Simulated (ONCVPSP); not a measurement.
# Zr: generating and testing an ONCV potential

Task: generate the file, and judge it by its errors in other configurations, its logarithmic derivatives, its ghosts and its cutoff.

Program: ONCVPSP 4.0.1. Reference atom: PBE, scalar-relativistic, spherical and spin-unpolarised. All values are calculated.

### Step 1. The design

Typed settings, in words:

- element: zirconium (Zr, Z = 40)
- type: optimised norm-conserving Vanderbilt (ONCV)
- frozen core: [Ar] 3d10
- valence charge: 12
- reference configuration: 4s2 4p6 4d2 5s2
- partial waves: 4s+5s: rc 1.65 bohr, ncon 4, nbas 8, qcut 8.1 1/bohr, 2 projectors; 4p: rc 1.45 bohr, ncon 3, nbas 7, qcut 4.9 1/bohr, 2 projectors, debl 0.9 Ha; 4d: rc 2.80 bohr, ncon 3, nbas 7, qcut 4.5 1/bohr, 2 projectors, debl 2.1 Ha
- local potential: polynomial inside 1.20 bohr (lpopt 4, dvloc0 1 Ha)
- core correction: polynomial model core, fcfact 0.3

An earlier all-electron run gives the scale for the radii.

All-electron outer shells of the reference configuration (PBE, scalar-relativistic, ld1.x):

```csv
shell,level (eV),outermost node (bohr),outermost maximum (bohr)
3d,-174.71,–,0.35
4s,-54.50,0.55,1.08
4p,-32.46,0.56,1.17
5s,-4.44,1.47,3.15
4d,-3.60,0.58,1.59
5p,-1.47,1.70,4.15
```

### Step 2. Generation

File Zr.dat:

```
# ATOM AND REFERENCE CONFIGURATION
# atsym  z   nc   nv     iexc    psfile
  Zr 40.00    6    4        4      upf
#
#   n    l    f
    1    0    2.00
    2    0    2.00
    2    1    6.00
    3    0    2.00
    3    1    6.00
    3    2   10.00
    4    0    2.00
    4    1    6.00
    4    2    2.00
    5    0    2.00
#
# PSEUDOPOTENTIAL AND OPTIMIZATION
# lmax
    2
#
#   l,   rc,      ep,       ncon, nbas, qcut
    0    1.65    0.00    4    8    8.10
    1    1.45    0.00    3    7    4.90
    2    2.80    0.00    3    7    4.50
#
# LOCAL POTENTIAL
# lloc, lpopt,  rc(5),   dvloc0
    4    4    1.20    1.00
#
# VANDERBILT-KLEINMAN-BYLANDER PROJECTORs
# l, nproj, debl
    0    2    2.70
    1    2    0.90
    2    2    2.10
#
# MODEL CORE CHARGE
# icmod, fcfact, rcfact
    1    0.30    0.00
#
# LOG DERIVATIVE ANALYSIS
# epsh1, epsh2, depsh
   -4.00    5.00    0.02
#
# OUTPUT GRID
# rlmax, drl
    6.00    0.01
#
# TEST CONFIGURATIONS
# ncnf
    4
# nvcnf
#   n    l    f
    4
    4    0    2.00
    4    1    6.00
    4    2    2.00
    5    0    1.00
#
    4
    4    0    2.00
    4    1    6.00
    4    2    2.00
    5    0    0.00
#
    4
    4    0    2.00
    4    1    6.00
    4    2    1.00
    5    0    0.00
#
    5
    4    0    2.00
    4    1    6.00
    4    2    2.00
    5    0    0.00
    5    1    1.00
#
```

The run is started by

```
$ oncvpsp.x < Zr.dat > Zr.out
```

The output, Zr.out (without the consistency checks and plot data):

```text
ONCVPSP  (Optimized Norm-Conservinng Vanderbilt PSeudopotential)
scalar-relativistic version 4.0.1

#   n    l    f        energy (Ha)
    1    0    2.00    -6.5506183E+02
    2    0    2.00    -9.0765108E+01
    2    1    6.00    -8.0938731E+01
    3    0    2.00    -1.4875042E+01
    3    1    6.00    -1.1673703E+01
    3    2   10.00    -6.4203814E+00
    4    0    2.00    -2.0030206E+00
    4    1    6.00    -1.1929449E+00
    4    2    2.00    -1.3226204E-01
    5    0    2.00    -1.6314901E-01

Reference configufation results
  iterations    22
  all-electron total energy (Ha)   -3.59853098D+03

Begin loop to  construct optimized pseudo wave functions
and semi-local pseudopoentials for all angular momenta

Calculating optimized projector #   1

 for l=   0

    Fraction of norm inside rc  0.855377
    Optimizing pswf for qcut=   8.10 a_B^-1,  ecut=  32.78 Ha
    Residual kinetic energy error=  2.92D-07 Ha

    Energy error per electron        Cutoff
         Ha          eV             Ha
         0.01000     0.27211       16.63
         0.00100     0.02721       21.64
         0.00010     0.00272       25.39
         0.00001     0.00027       28.67

Calculating optimized projector #   2

 for l=   0

    Fraction of norm inside rc  0.041220
    Optimizing pswf for qcut=   8.10 a_B^-1,  ecut=  32.78 Ha
    Residual kinetic energy error=  1.34D-07 Ha

    Energy error per electron        Cutoff
         Ha          eV             Ha
         0.01000     0.27211       12.36
         0.00100     0.02721       18.61
         0.00010     0.00272       23.47
         0.00001     0.00027       27.31

WARNING wellstate: negative energy specified for n= 5 l=  1
WARNING scattering state with energy  0.25000000
WARNING will be used for the first projector

   Wellstate for l =  1  n =  5
     eigenvalue =   0.2500
     asymptotic potential =   0.7500
     half-point radius =  3.9343

Calculating optimized projector #   1

 for l=   1

    Fraction of norm inside rc  0.617676
    Optimizing pswf for qcut=   4.89 a_B^-1,  ecut=  11.97 Ha
    Residual kinetic energy error=  1.53D-03 Ha

    Energy error per electron        Cutoff
         Ha          eV             Ha
         0.01000     0.27211        7.15
         0.00100     0.02721       22.06
         0.00010     0.00272       79.40

Calculating optimized projector #   2

 for l=   1

    Fraction of norm inside rc  0.087125
    Optimizing pswf for qcut=   4.89 a_B^-1,  ecut=  11.97 Ha
    Residual kinetic energy error=  5.58D-04 Ha

    Energy error per electron        Cutoff
         Ha          eV             Ha
         0.01000     0.27211        6.48
         0.00100     0.02721        9.25
         0.00010     0.00272       29.41
         0.00001     0.00027       97.60

   Wellstate for l =  2  n =  7
     eigenvalue =   1.9677
     asymptotic potential =   2.4677
     half-point radius =  5.5609

Calculating optimized projector #   1

 for l=   2

    Fraction of norm inside rc  0.739760
    Optimizing pswf for qcut=   4.50 a_B^-1,  ecut=  10.13 Ha
    Residual kinetic energy error=  3.51D-05 Ha

    Energy error per electron        Cutoff
         Ha          eV             Ha
         0.01000     0.27211        6.51
         0.00100     0.02721        8.23
         0.00010     0.00272        9.52
         0.00001     0.00027       22.16

Calculating optimized projector #   2

 for l=   2

    Fraction of norm inside rc  0.201819
    Optimizing pswf for qcut=   4.50 a_B^-1,  ecut=  10.13 Ha
    Residual kinetic energy error=  1.36D-03 Ha

    Energy error per electron        Cutoff
         Ha          eV             Ha
         0.01000     0.27211        8.46
         0.00100     0.02721       11.05
         0.00010     0.00272       30.23
         0.00001     0.00027       52.28

Construct Vanderbilt / Kleinmman-Bylander projectors

B matrix Hermiticity error, ll=   0
   1   2    1.4092E-04

  Orthonormal projector coefficients  1.0010E+01  9.3456E-01

B matrix Hermiticity error, ll=   1
   1   2    1.4092E-04

  Orthonormal projector coefficients  4.9427E+00  1.7083E+00

B matrix Hermiticity error, ll=   2
   1   2    7.9129E-05

  Orthonormal projector coefficients  4.5436E+00 -7.2712E-01

Model core correction analysis
  based on d2Exc/dn_idn_j

d2excae - all-electron derivatives

   -3.426657D-02   -3.029754D-02   -1.384767D-02   -1.934141D-03
   -3.030287D-02   -2.888395D-02   -1.609676D-02   -2.241537D-03
   -1.395696D-02   -1.635870D-02   -1.603778D-02   -4.524177D-03
   -2.145236D-03   -2.816825D-03   -5.988901D-03   -3.943425D-03

d2excps - pseudofunction derivatives with no core correction

   -3.984596D-02   -3.394368D-02   -1.288813D-02   -2.508358D-03
   -3.394967D-02   -3.109375D-02   -1.559579D-02   -2.683741D-03
   -1.299728D-02   -1.585750D-02   -1.790494D-02   -4.605566D-03
   -2.719552D-03   -3.259103D-03   -6.070319D-03   -3.930997D-03

rms 2nd derivative error    2.084175E-03

Polynomial model core charge

d2excps - pseudofunction derivatives with core correction

   -3.480463D-02   -3.021376D-02   -1.275753D-02   -1.964234D-03
   -3.021923D-02   -2.827957D-02   -1.559013D-02   -2.258739D-03
   -1.286658D-02   -1.585186D-02   -1.801892D-02   -4.560034D-03
   -2.175304D-03   -2.834047D-03   -6.024768D-03   -3.878295D-03

rms 2nd derivative error    6.843698E-04

Pseudoatom total energy  -46.944444

Diagnostic tests using Vanderbilt-Kleinman-Bylander pseudopotentials
  1 or more projectors used as specified by nproj input data

   l    rcore       rmatch      e in        delta e   norm test  slope test

   0   1.6501750   1.7002779  -2.0030206  -0.0000027   1.0001183   1.0001240
   0   1.6501750   1.7002779  -0.1631490   0.0000034   1.0000480   1.0000416

   1   1.4553666   1.4995547  -1.1929449   0.0001106   1.0001122   1.0003044
   1   1.4553666   1.4995547   0.2500000   0.0000929   1.0003064   1.0003064

   2   2.8102846   2.8956109  -0.1322620  -0.0000277   0.9999755   0.9998310
   2   2.8102846   2.8956109   1.9677380  -0.0001313   1.0000185   1.0000185

 Testing for bound ghosts
   n   l    E NL Schr. Eq   E Basis Diag.   E Cutoff

   1   0       -2.003023       -2.003016     96.69
   2   0       -0.163146       -0.056215     96.69

   2   1       -1.192834       -1.192270    104.81

   3   2       -0.132290       -0.131758     32.70

 Testing for highly-localized positive-energy ghosts
       l    <radius>/rc     E Basis Diag.   E Cutoff

       2        0.867250       11.169769     32.70  WARNING - GHOST(+)

Test configuration 0

   n   l     f        eae           eps        diff
   1   0  2.0000 -655.06182565
   2   0  2.0000  -90.76510844
   2   1  6.0000  -80.93873135
   3   0  2.0000  -14.87504184
   3   1  6.0000  -11.67370344
   3   2 10.0000   -6.42038136
   4   0  2.0000   -2.00302059   -2.00302325   -2.66D-06
   4   1  6.0000   -1.19294487   -1.19283423    1.11D-04
   4   2  2.0000   -0.13226204   -0.13228973   -2.77D-05
   5   0  2.0000   -0.16314901   -0.16314564    3.38D-06

    Total energies and differences
      AE_ref= -3.59853098D+03  AE_tst= -3.59853098D+03  dif=  0.00D+00
      PS_ref= -4.69444441D+01  PS_tst= -4.69444441D+01  dif=  9.95D-14
      PSP excitation error= -9.95D-14

Test configuration 1

   n   l     f        eae           eps        diff
   1   0  2.0000 -655.30965741
   2   0  2.0000  -91.01055422
   2   1  6.0000  -81.18433961
   3   0  2.0000  -15.12067150
   3   1  6.0000  -11.91930684
   3   2 10.0000   -6.66581313
   4   0  2.0000   -2.24831199   -2.24965658   -1.34D-03
   4   1  6.0000   -1.43842228   -1.43939286   -9.71D-04
   4   2  2.0000   -0.36685036   -0.36738827   -5.38D-04
   5   0  1.0000   -0.36546398   -0.36553703   -7.30D-05

    Total energies and differences
      AE_ref= -3.59853098D+03  AE_tst= -3.59826868D+03  dif=  2.62D-01
      PS_ref= -4.69444441D+01  PS_tst= -4.66820999D+01  dif=  2.62D-01
      PSP excitation error= -4.85D-05

Test configuration 2

   n   l     f        eae           eps        diff
   1   0  2.0000 -655.60251622
   2   0  2.0000  -91.30033187
   2   1  6.0000  -81.47432123
   3   0  2.0000  -15.41027674
   3   1  6.0000  -12.20886567
   3   2 10.0000   -6.95516886
   4   0  2.0000   -2.53524430   -2.53857676   -3.33D-03
   4   1  6.0000   -1.72426830   -1.72694333   -2.68D-03
   4   2  2.0000   -0.63575278   -0.63701947   -1.27D-03

    Total energies and differences
      AE_ref= -3.59853098D+03  AE_tst= -3.59779313D+03  dif=  7.38D-01
      PS_ref= -4.69444441D+01  PS_tst= -4.62061692D+01  dif=  7.38D-01
      PSP excitation error= -4.30D-04

Test configuration 3

   n   l     f        eae           eps        diff
   1   0  2.0000 -656.08533336
   2   0  2.0000  -91.79080617
   2   1  6.0000  -81.96427541
   3   0  2.0000  -15.89506819
   3   1  6.0000  -12.69360910
   3   2 10.0000   -7.44067902
   4   0  2.0000   -2.99690707   -2.99134360    5.56D-03
   4   1  6.0000   -2.17450472   -2.16983122    4.67D-03
   4   2  1.0000   -1.03641332   -1.02955366    6.86D-03

    Total energies and differences
      AE_ref= -3.59853098D+03  AE_tst= -3.59696163D+03  dif=  1.57D+00
      PS_ref= -4.69444441D+01  PS_tst= -4.53767315D+01  dif=  1.57D+00
      PSP excitation error=  1.64D-03

Test configuration 4

   n   l     f        eae           eps        diff
   1   0  2.0000 -655.35330919
   2   0  2.0000  -91.05359846
   2   1  6.0000  -81.22733715
   3   0  2.0000  -15.16407474
   3   1  6.0000  -11.96267969
   3   2 10.0000   -6.70911852
   4   0  2.0000   -2.29134420   -2.29321049   -1.87D-03
   4   1  6.0000   -1.48087117   -1.48228698   -1.42D-03
   4   2  2.0000   -0.40242279   -0.40310276   -6.80D-04
   5   1  1.0000   -0.25171074   -0.25179903   -8.83D-05

    Total energies and differences
      AE_ref= -3.59853098D+03  AE_tst= -3.59813214D+03  dif=  3.99D-01
      PS_ref= -4.69444441D+01  PS_tst= -4.65454528D+01  dif=  3.99D-01
      PSP excitation error= -1.47D-04
```

It took 6 s on 1 thread, shared host.

The projector energies used in the p channel were -1.193, 0.250 Ha; the program set a typed value aside.

Partial waves on a coarse radial grid (AE all-electron, PS pseudo):

```csv
r (bohr),4p AE,4p PS,4s AE,4s PS
0.140,0.1509,0.0340,0.2849,0.0299
0.280,-0.4366,0.1283,-0.4590,0.1100
0.420,-0.4017,0.2671,-0.4537,0.2640
0.560,-0.0136,0.4331,0.0380,0.4775
0.700,0.3988,0.6033,0.5365,0.7055
0.840,0.7056,0.7506,0.8683,0.8949
0.980,0.8866,0.8582,1.0247,1.0070
1.120,0.9606,0.9235,1.0475,1.0303
1.260,0.9571,0.9421,0.9858,0.9783
1.400,0.9041,0.9035,0.8796,0.8779
1.540,0.8239,0.8238,0.7567,0.7566
1.680,0.7318,0.7317,0.6343,0.6343
1.820,0.6380,0.6380,0.5217,0.5216
1.960,0.5486,0.5486,0.4229,0.4229
2.100,0.4668,0.4668,0.3391,0.3391
2.240,0.3940,0.3940,0.2696,0.2696
2.380,0.3305,0.3305,0.2129,0.2129
2.520,0.2759,0.2759,0.1673,0.1673
2.660,0.2294,0.2294,0.1309,0.1308
2.800,0.1901,0.1901,0.1020,0.1020
2.940,0.1572,0.1572,0.0793,0.0793
3.080,0.1297,0.1297,0.0615,0.0615
3.220,0.1067,0.1067,0.0476,0.0476
3.360,0.0877,0.0877,0.0367,0.0367
3.500,0.0720,0.0720,0.0283,0.0283
3.640,0.0590,0.0590,0.0218,0.0218
```

Densities times 4π (e/bohr³); a dash where the program caps the true core:

```csv
r (bohr),pseudo valence,true core,model core
0.140,0.4512,–,80.26
0.420,3.328,–,60.28
0.700,6.831,25.73,19.84
0.980,7.182,2.114,2.114
1.260,5.033,0.1794,0.1794
1.540,2.63,0.01632,0.01632
1.820,1.254,0.001578,0.001578
2.100,0.6176,0.0001605,0.0001605
2.380,0.3363,1.691e-05,1.691e-05
2.660,0.2094,1.838e-06,1.838e-06
2.940,0.1448,2e-07,2e-07
3.220,0.1049,0,0
3.500,0.07721,0,0
```

### Step 3. The configuration tests of the same run

The tests as a table, with energies relative to 4s2 4p6 4d2 5s2.

| valence configuration | charge | ΔE all-electron (eV) | error AE − PS (meV) |
| --- | --- | --- | --- |
| 4s2 4p6 4d2 5s1 | +1 | 7.137 | -1.3 |
| 4s2 4p6 4d2 5s0 | +2 | 20.078 | -12 |
| 4s2 4p6 4d1 5s0 | +3 | 42.704 | +45 |
| 4s2 4p6 4d2 5s0 5p1 | +1 | 10.853 | -4.0 |

### Step 4. Logarithmic derivatives

Taken from the files of the generation run. The phase is arctan(r·R′/R) of the radial function R, unwrapped, with energies in Ha. A pole is an energy at which the radial function vanishes at the test radius. The pseudo phase is shifted by a multiple of π to meet the all-electron one at the reference energy. Levels narrower than the energy grid can be missing from the poles. The last column is the largest difference on the grid between −0.5 and +0.5 Ha.

| channel | radius (bohr) | reference (Ha) | poles AE | poles PS | window around the reference with phases within 0.05 rad (Ha) | largest difference near zero (rad) |
| --- | --- | --- | --- | --- | --- | --- |
| s | 1.67 | -0.16 | -1.10 | -1.10 | the whole range | 0.000 |
| p | 1.47 | -1.19 | 1.08 | 1.08 | below 5.0 | 0.000 |
| d | 2.84 | -0.13 | 0.12, 2.65 | 0.12, 2.69 | below 0.8 | 0.009 |

Phases (rad) along the scan:

```csv
E (Ha),d AE,d PS,p AE,p PS
-3.98,1.427,1.427,1.044,1.043
-3.50,1.416,1.416,0.920,0.919
-3.02,1.401,1.402,0.706,0.706
-2.54,1.383,1.383,0.306,0.306
-2.06,1.356,1.357,-0.319,-0.319
-1.58,1.315,1.316,-0.852,-0.852
-1.10,1.236,1.238,-1.149,-1.149
-0.62,0.990,0.996,-1.314,-1.314
-0.14,-1.109,-1.109,-1.417,-1.417
0.34,-1.743,-1.735,-1.490,-1.490
0.82,-2.343,-2.294,-1.545,-1.545
1.30,-4.161,-4.142,-1.591,-1.591
1.78,-4.532,-4.532,-1.633,-1.633
2.26,-4.651,-4.650,-1.673,-1.674
2.74,-4.725,-4.719,-1.716,-1.717
3.22,-4.797,-4.776,-1.764,-1.766
3.70,-4.915,-4.842,-1.824,-1.828
4.18,-5.426,-4.949,-1.904,-1.914
4.66,-7.400,-5.231,-2.024,-2.050
```

### Step 5. Plane-wave cutoff and ghosts

Read off the output, the cutoffs (Ha) at which the residual kinetic energy of the hardest occupied pseudo-wave falls to 1 and 0.1 mHa per electron: 22 Ha and 79 Ha.

The program's own ghost test: no bound ghost flagged; GHOST(+) flagged for d at 303.9 eV.

Cutoff (Ha) at which the first wave of each channel reaches a given error (Ha per electron):

```csv
error,s,p,d
1.0e-02,16.6,7.2,6.5
3.2e-03,19.3,8.6,7.4
1.0e-03,21.6,22.1,8.2
3.2e-04,23.7,66.4,8.9
1.0e-04,25.4,79.4,9.5
3.2e-05,27.1,109.1,10.6
```

### Step 6. What came out

| quantity | value |
| --- | --- |
| cutoffs for 1 and 0.1 mHa per electron, occupied waves | 22 Ha and 79 Ha |
| bound ghosts | none found |
| GHOST(+) flags | d at 304 eV |
| largest test error (AE − PS) | +45 meV, for 4s2 4p6 4d1 5s0 |
| largest phase difference near zero energy, channels read | 0.009 rad |
| rms error of d²Exc/dn², without and with the model core | 2.08 and 0.68 mHa |
| projector energies reset by the program | p: -1.193, 0.250 Ha |

**Reading.** By total energies transferability is fair: the largest error is 45 meV on 42.7 eV, for 4s2 4p6 4d1 5s0. It counts as of middling hardness, with 22 Ha needed at the looser tolerance. The tighter tolerance needs 79 Ha, and converged work needs a cutoff nearer that. The program's ghost test flags no bound state. Near zero energy the phases of the channels with partial waves agree within 0.009 rad. The program also flags highly localised states, GHOST(+) (d). All of this concerns the isolated atom, not yet a solid.
